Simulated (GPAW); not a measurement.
Crystal: GaF.

```
CELL_PARAMETERS angstrom
3.16592 0.00000 0.00000
0.00000 3.16592 0.00000
0.00000 0.00000 3.16592
ATOMIC_POSITIONS crystal
Ga 0.00000 0.00000 0.00000
F 0.50000 0.50000 0.50000
```

The cell was built by a generator and needn't be a form met in nature.

Base run:

| Property | Result |
| --- | --- |
| Program | GPAW 26.7.0 |
| Functional | revPBE |
| Potentials or basis | the program's PAW data sets (release 1.2.1) made for this functional |
| Cutoff | 800 eV |
| Basis | pw |
| k mesh | 8 × 8 × 8 |
| Occupations | fermi-dirac, width 0.05 eV |
| Spin | no spin polarisation |

Its results: band gap on the k mesh 0.34 eV, indirect (least direct gap 1.14 eV); pressure 0.4 GPa.

Problem. After a change of settings the same cell gave: band gap on the k mesh 0.34 eV, indirect (least direct gap 1.16 eV); pressure 1.2 GPa. Which change was it?
A. functional from revPBE to AM05; potentials or basis from the program's PAW data sets (release 1.2.1) made for this functional to PAW data sets generated in the run's folder for this functional
B. functional from revPBE to PBE; potentials or basis from the program's PAW data sets (release 1.2.1) made for this functional to GPAW PAW data sets (gpaw-data 1.2.1)
C. functional from revPBE to RPBE
D. functional from revPBE to PW91; potentials or basis from the program's PAW data sets (release 1.2.1) made for this functional to PAW data sets generated in the run's folder for this functional

Solution. C.

Not every run made on this cell is shown here.
